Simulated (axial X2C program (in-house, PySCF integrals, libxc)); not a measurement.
**VK: bond curves with and without spin–orbit coupling**

Aim: find the lowest determinant of VK, scan the bond at several levels and fit the constants, once spin-free and once with spin–orbit coupling.

Method: all-electron X2C, V dyall-cv3z, K dyall-cv3z; program: an in-house X2C program for linear molecules on PySCF integrals.

All values are calculated.

## 1. Set-up

Input file task.json:

```json
{"zs": [23, 19], "q": 0, "bas": ["dyall-cv3z", "dyall-cv3z"], "levels": ["PBE0", "HF", "TPSSh"], "cc": true, "r0": 3.3, "thr": -2.0, "nmax": 90, "npts": 10, "nst": 2, "ntry": 6}
```

Keys: zs atomic numbers; q charge; bas basis sets; levels methods (HF also brings MP2); cc coupled cluster on or off; r0 starting distance in Å; thr threshold in hartree for freezing inner shells (an s shell follows its p shell); nmax most natural virtual spinors; npts points asked for on the curve; nst determinants followed; ntry starts of the search.

The run is started by

```console
$ python so2c.py task.json out
```

Spin-free means the one-electron spin-free X2C Hamiltonian; two-component (2c) means X2C with spin–orbit coupling and atomic mean-field two-electron Coulomb and Gaunt terms. Basis: V dyall-cv3z contracted to [10s10p6d4f2g], K dyall-cv3z contracted to [11s12p6d3f]; Gaussian nuclei, density fitting. Masses: V 50.944 u, K 38.964 u.

Notation: σ, π±, δ± give the projection m of an orbital's angular momentum (0, ±1, ±2), α and β its spin, Λ and M_S the sums; ω is the projection of a spinor's total angular momentum and Ω the sum. Logs are in hartree.

The results follow Hamiltonian by Hamiltonian and level by level.

## 2. Search for the lowest determinant

PBE0 moves the distance from 3.300 Å to 3.436 Å and compares determinants there.

Spin-free determinants:

```csv
ΔE (eV),state,open shells
0.00,"M_S = 2, Λ = 0","beyond closed shells: π+α, π-α, δ+α, δ-α"
```

Two-component determinants:

| ΔE (eV) | state | open shells |
| --- | --- | --- |
| 0.00 | Ω = 2 | excess of +ω over −ω: ω = -1/2, ω = 5/2 |

## 3. PBE0, spin-free

State followed: M_S = 2, Λ = 0 (beyond closed shells: π+α, π-α, δ+α, δ-α). The scan is laid around 3.436 Å, a first estimate of the minimum, and this SCF restarts from the orbitals of the search.

The SCF at the reference distance of 3.436 Å:

```text
spin-free X2C-1e  PBE0
basis functions 214  fitting functions 1006  grid points 5807
iter        total energy     max residual
   1      -1551.093955410     2.69e-05
   2      -1551.093955425     1.57e-05
   3      -1551.093955430     1.08e-05
converged
one-electron -2267.27016865  Coulomb 727.95400822  exact exchange -19.39120098  xc functional -59.68881788  nuclear repulsion 67.30222386
```

Along the bond, energies from the lowest point:

```
R (Å)  E (eV)  μ (D)  HOMO (eV)  LUMO (eV)  iterations
3.127  0.0533   4.41      -3.36      -1.29          14
3.230  0.0219   4.50      -3.36      -1.31          13
3.333  0.0050   4.60      -3.33      -1.33          12
3.436  0.0000   4.68      -3.31      -1.35           3
3.556  0.0064   4.77      -3.30      -1.37          12
3.676  0.0227   4.83      -3.30      -1.39          12
3.831  0.0544   4.88      -3.31      -1.41          12
4.020  0.1031   4.87      -3.29      -1.43          12
```

Dipoles are positive if K is the positive end.

Outer orbitals at the reference distance:

```
symmetry  occupied  ε (eV)           atomic character
     π-β       yes  -20.87                   100% K p
     π+β       yes  -20.87                   100% K p
      σβ       yes  -20.84                    99% K p
     π-α       yes  -20.83                   100% K p
     π+α       yes  -20.83                   100% K p
      σα       yes  -20.81                    99% K p
      σα       yes   -4.18  65% V s, 18% K s, 12% K p
     π+α       yes   -3.95                    98% V d
     π-α       yes   -3.95                    98% V d
      σβ       yes   -3.34   53% K s, 34% V s, 6% V p
     δ-α       yes   -3.31                   100% V d
     δ+α       yes   -3.31                   100% V d
      σα        no   -1.35  49% K s, 30% V p, 15% K p
      σβ        no   -1.26  53% K p, 20% K s, 18% V s
     π-α        no   -0.55   55% V p, 42% K p, 3% K d
     π+α        no   -0.55   55% V p, 42% K p, 3% K d
```

PBE0 fields in the half plane through the axis: z from -2.4 to 5.7 Å across, distance from the axis 0.15 to 2.25 Å upwards; V lies at z = 0 and K at z = 3.436 Å; the ELF is damped to zero where the density is low.

log10 density (e/bohr³). Ten even steps from '0' (-3.94 ) to '9' (1.40 ):
```
0001111222222211111111100000
0011222222222222221111111000
0112222333332222222222211100
1122233333333322233333221110
1122334444443333334444332110
1122345565543333445665432211
1122346777644333456666543211
1122346797643333466986643211
```

ELF. Ten even steps from ' ' (0.01 ) to '@' (0.88 ):
```
    ..::::--::::::--==**##%%%%%%**--....      ..        
  ..::--====--::::--++**%%@@@@##--..              ..    
  ::--==++==--::::::==**%%@@%%++..                ....  
..::====++==--......--++##%%##::    ..::::..        ....
..::--====----::..::--==**##++..  ::++####**--..    ....
....::::::--++**++**==::--++--  ..**@@@@@@@@##--..    ..
  ..      ::##@@%%@@##....--::  --@@@@++**@@@@**::    ..
            **--@@--**    ....  ++@@++@@%%**@@##::    ..
```

Re = 3.433 Å, ωe = 106.1 cm⁻¹, ωexe = 0.444 cm⁻¹, Be = 0.06477 cm⁻¹, De = 0.557 eV, μ = 4.68 D.

## 4. HF, spin-free

Output at 3.436 Å:

```text
spin-free X2C-1e  HF
basis functions 214  fitting functions 1006  grid points 5807
iter        total energy     max residual
   1      -1549.578740494     2.02e-01
   2      -1549.601093707     6.99e-03
   3      -1549.604279170     1.75e-02
   4      -1549.605287119     8.17e-03
   5      -1549.605758365     2.13e-03
   6      -1549.605995893     4.73e-03
   7      -1549.606063177     2.12e-03
   8      -1549.606075525     2.36e-04
   9      -1549.606078467     4.23e-04
  10      -1549.606079802     2.76e-04
  11      -1549.606080278     6.36e-05
  12      -1549.606080451     6.37e-05
  13      -1549.606080508     4.95e-05
  14      -1549.606080527     1.02e-05
  15      -1549.606080532     5.94e-06
  16      -1549.606080532     4.78e-06
  17      -1549.606080533     1.04e-06
converged
one-electron -2266.78868039  Coulomb 727.55894967  exact exchange -77.67857366  xc functional 0.00000000  nuclear repulsion 67.30222386
```

No constants are quoted: the lowest point is the long end of the scan.

## 5. TPSSh, spin-free

Output at 3.436 Å:

```text
spin-free X2C-1e  TPSSh
basis functions 214  fitting functions 1006  grid points 5807
iter        total energy     max residual
   1      -1551.491094414     4.06e-02
   2      -1551.491779994     7.22e-03
   3      -1551.491996175     1.89e-02
   4      -1551.492327376     1.22e-03
   5      -1551.492337307     3.93e-04
   6      -1551.492341345     4.71e-04
   7      -1551.492341838     9.33e-05
   8      -1551.492341965     7.39e-05
   9      -1551.492341992     2.36e-05
  10      -1551.492341999     1.29e-05
converged
one-electron -2267.06157091  Coulomb 727.72864639  exact exchange -7.75407446  xc functional -71.70756688  nuclear repulsion 67.30222386
```

Re = 3.431 Å, ωe = 107.0 cm⁻¹, ωexe = 0.375 cm⁻¹, Be = 0.06487 cm⁻¹, De = 0.695 eV, μ = 5.23 D.

## 6. MP2, spin-free

Correlated methods: 14 electrons correlated (frozen shells, counted by type: V 3 s, 2 p; K 2 s, 1 p), 320 virtual spinors in MP2.

Output of the correlated part at 3.436 Å:

```text
correlated 14  virtual 320  natural virtual 89  E(MP2) -0.312166994  MP2 remainder -0.016655616
iter   CCSD correlation   residual
   1     -0.318953085   1.23e-01
   2     -0.328791481   6.76e-02
   3     -0.329670617   3.32e-02
   4     -0.329910832   1.55e-02
   5     -0.330148971   5.03e-03
   6     -0.330174632   1.35e-03
   7     -0.330174480   5.81e-04
   8     -0.330170810   2.64e-04
   9     -0.330170309   1.48e-04
  10     -0.330171285   8.37e-05
  11     -0.330171948   4.85e-05
  12     -0.330172184   2.09e-05
  13     -0.330172166   1.01e-05
(T) -0.010785328  T1 0.0567  D1 0.1948  max T2 0.102
```

T1 in the output is the amplitude norm over the root of the electron number; divide by √2 for the Lee–Taylor value.

Coupled cluster ran at too few distances for a curve.

MP2: No constants are quoted: the reference is strongly spin-contaminated.

## 7. The spin-free curves together

Energy (eV) of the followed determinant, spin-free, from each level's lowest point:

```
R (Å)   PBE0     HF  MP2 (spin-contaminated)  TPSSh
3.127  0.053  0.286                    0.080  0.053
3.230  0.022  0.215                    0.040  0.022
3.333  0.005  0.157                    0.016  0.005
3.436  0.000  0.112                    0.003  0.000
3.556  0.006  0.071                    0.000  0.007
3.676  0.023  0.042                    0.007  0.024
3.831  0.054  0.017                    0.026  0.057
4.020  0.103  0.000                    0.058  0.108
```

## 8. PBE0, 2c

State followed: Ω = 2 (excess of +ω over −ω: ω = -1/2, ω = 5/2). The scan is laid around 3.436 Å, a first estimate of the minimum, and this SCF restarts from the orbitals of the search.

The SCF at the reference distance of 3.436 Å:

```text
two-component X2C + atomic mean field  PBE0
basis functions 214  fitting functions 1006  grid points 5807
iter        total energy     max residual
   1      -1550.763037531     1.98e-05
   2      -1550.763037532     1.72e-05
converged
one-electron -2266.43008950  Coulomb 727.76170790  exact exchange -19.38591664  xc functional -59.67239791  nuclear repulsion 67.30222386  atomic mean-field constant -0.33856523
```

Along the bond, energies from the lowest point:

```
R (Å)  E (eV)  μ (D)  HOMO (eV)  LUMO (eV)  iterations
3.127  0.0534   4.40      -3.36      -1.29          16
3.230  0.0220   4.50      -3.35      -1.31          13
3.333  0.0050   4.59      -3.31      -1.33          12
3.436  0.0000   4.68      -3.29      -1.35           2
3.556  0.0063   4.76      -3.28      -1.37          12
3.676  0.0226   4.83      -3.28      -1.39          12
3.831  0.0542   4.87      -3.30      -1.41          12
4.020  0.1029   4.86      -3.29      -1.43          12
```

Dipoles are positive if K is the positive end.

Outer spinors at the reference distance:

| ω | occupied | ε (eV) | atomic character | λ mixture |
| --- | --- | --- | --- | --- |
| 1/2 | yes | -21.02 | 100% K p | 76% π, 24% σ |
| -1/2 | yes | -21.00 | 100% K p | 66% π, 34% σ |
| -3/2 | yes | -20.78 | 100% K p | 100% π |
| -1/2 | yes | -20.74 | 99% K p | 66% σ, 34% π |
| 3/2 | yes | -20.74 | 100% K p | 100% π |
| 1/2 | yes | -20.73 | 99% K p | 76% σ, 24% π |
| 1/2 | yes | -4.18 | 65% V s, 18% K s, 12% K p | 100% σ |
| -1/2 | yes | -3.96 | 98% V d | 100% π |
| 3/2 | yes | -3.94 | 98% V d | 100% π |
| -1/2 | yes | -3.34 | 53% K s, 34% V s, 6% V p | 100% σ |
| -3/2 | yes | -3.34 | 100% V d | 100% δ |
| 5/2 | yes | -3.29 | 100% V d | 100% δ |
| 1/2 | no | -1.35 | 49% K s, 30% V p, 15% K p | 100% σ |
| -1/2 | no | -1.26 | 53% K p, 20% K s, 18% V s | 100% σ |
| -1/2 | no | -0.55 | 55% V p, 42% K p, 3% K d | 100% π |
| 1/2 | no | -0.55 | 83% K p, 15% V p | 100% π |

PBE0 fields in the half plane through the axis: z from -2.4 to 5.7 Å across, distance from the axis 0.15 to 2.25 Å upwards; V lies at z = 0 and K at z = 3.436 Å; the ELF is damped to zero where the density is low.

log10 density (e/bohr³). Ten even steps from ' ' (-3.94 ) to '@' (1.40 ):
```
      ........::::::::::::::..................          
    ....::::::::::::::::::::::::::::..............      
  ....::::::::----------::::::::::::::::::::::......    
....::::::------------------::::::----------::::......  
....::::----============------------========----::....  
....::::--==++++**++++==--------====++****++==--::::....
....::::--==**######**====------==++********++==--::....
....::::--==**##@@##**==--------==****@@%%****==--::....
```

ELF. Ten even steps from '0' (0.01 ) to '9' (0.88 ):
```
0012232223467888631100010000
0123443223568997310000000100
0234543222468985100000000110
1244543111357872001221000011
1234433212346751025776310011
1122235656423530169999731001
0100027989711320399569962001
0000006393600110595986972001
```

Re = 3.434 Å, ωe = 106.0 cm⁻¹, ωexe = 0.444 cm⁻¹, Be = 0.06475 cm⁻¹, De = 0.557 eV, μ = 4.67 D.

## 9. HF, 2c

Output at 3.436 Å:

```text
two-component X2C + atomic mean field  HF
basis functions 214  fitting functions 1006  grid points 5807
iter        total energy     max residual
   1      -1549.248389527     2.02e-01
   2      -1549.270739337     6.98e-03
   3      -1549.273923524     1.75e-02
   4      -1549.274930878     8.17e-03
   5      -1549.275402259     2.13e-03
   6      -1549.275639930     4.74e-03
   7      -1549.275707238     2.12e-03
   8      -1549.275719550     2.35e-04
   9      -1549.275722475     4.22e-04
  10      -1549.275723799     2.74e-04
  11      -1549.275724271     6.34e-05
  12      -1549.275724443     6.36e-05
  13      -1549.275724501     4.95e-05
  14      -1549.275724519     1.02e-05
  15      -1549.275724524     5.95e-06
  16      -1549.275724525     4.84e-06
  17      -1549.275724525     1.06e-06
converged
one-electron -2265.94876563  Coulomb 727.36683783  exact exchange -77.65745535  xc functional 0.00000000  nuclear repulsion 67.30222386  atomic mean-field constant -0.33856523
```

No constants are quoted: the lowest point is the long end of the scan.

## 10. TPSSh, 2c

Output at 3.436 Å:

```text
two-component X2C + atomic mean field  TPSSh
basis functions 214  fitting functions 1006  grid points 5807
iter        total energy     max residual
   1      -1551.160090475     4.06e-02
   2      -1551.160778462     7.20e-03
   3      -1551.160990914     1.89e-02
   4      -1551.161322708     1.21e-03
   5      -1551.161332566     3.84e-04
   6      -1551.161336567     4.77e-04
   7      -1551.161337050     9.94e-05
   8      -1551.161337213     7.54e-05
   9      -1551.161337238     2.06e-05
  10      -1551.161337246     1.29e-05
converged
one-electron -2266.22207346  Coulomb 727.53696034  exact exchange -7.75196507  xc functional -71.68791768  nuclear repulsion 67.30222386  atomic mean-field constant -0.33856523
```

Re = 3.431 Å, ωe = 107.0 cm⁻¹, ωexe = 0.375 cm⁻¹, Be = 0.06485 cm⁻¹, De = 0.694 eV, μ = 5.22 D.

## 11. Correlated methods, 2c

Correlated methods: 14 electrons correlated (frozen shells, counted by type: V 3 s, 2 p; K 2 s, 1 p), 320 virtual spinors in MP2.

MP2: No constants are quoted: the reference is strongly spin-contaminated.

## 12. The 2c curves together

Energy (eV) of the followed determinant, 2c, from each level's lowest point:

```
R (Å)   PBE0     HF  MP2 (spin-contaminated)  TPSSh
3.127  0.053  0.287                    0.080  0.053
3.230  0.022  0.215                    0.041  0.022
3.333  0.005  0.157                    0.016  0.005
3.436  0.000  0.112                    0.003  0.000
3.556  0.006  0.071                    0.000  0.007
3.676  0.023  0.042                    0.007  0.024
3.831  0.054  0.017                    0.026  0.057
4.020  0.103  0.000                    0.058  0.108
```

Time for the job: 3.6 min (1 thread of Intel Xeon Platinum 8488C (Sapphire Rapids), shared host); peak memory 0.86 GiB.

## 13. What came out

Lowest determinant that the search found at its distance, spin-free: M_S = 2, Λ = 0 (beyond closed shells: π+α, π-α, δ+α, δ-α).

Lowest determinant that the search found at its distance, 2c: Ω = 2 (excess of +ω over −ω: ω = -1/2, ω = 5/2).

```csv
Hamiltonian,level,Re (Å),ωe (cm⁻¹),De (eV),μ (D)
spin-free,PBE0,3.433,106.1,0.557,4.68
spin-free,TPSSh,3.431,107.0,0.695,5.23
2c,PBE0,3.434,106.0,0.557,4.67
2c,TPSSh,3.431,107.0,0.694,5.22
```

Dipoles are positive if K is the positive end. No constants: spin-free HF (the lowest point is the long end of the scan); spin-free MP2 (the reference is strongly spin-contaminated); 2c HF (the lowest point is the long end of the scan); 2c MP2 (the reference is strongly spin-contaminated).

Time per point (s) on 1 thread of Intel Xeon Platinum 8488C (Sapphire Rapids), shared host (2c runs); the times are rough: PBE0 1.7, TPSSh 2.8.

In words: At PBE0, going from spin-free to two-component changes Re by 0 mÅ, ωe by 0.0 %; the spin-free picture holds up (part of it comes from the scalar share of the two-electron terms). De moves by 0.00 eV; both De rest on single-determinant atoms, which can miss part of an open shell's spin–orbit lowering.

De refers to V + K, each in the lowest determinant found, which need not be this curve's own limit. Each curve is one determinant whose occupation by symmetry is held fixed; it was picked as the lowest of a PBE0 search that is not exhaustive. Dissociation energies refer to the lowest single-determinant-based atoms at the same level and basis. Density functionals use the spin component along the axis (collinear). The meta-GGAs lack a current-density term, which matters for open shells with orbital currents, atoms included. With several unpaired electrons one determinant need not be a pure state. The spin-free determinant is spin-contaminated at some levels.
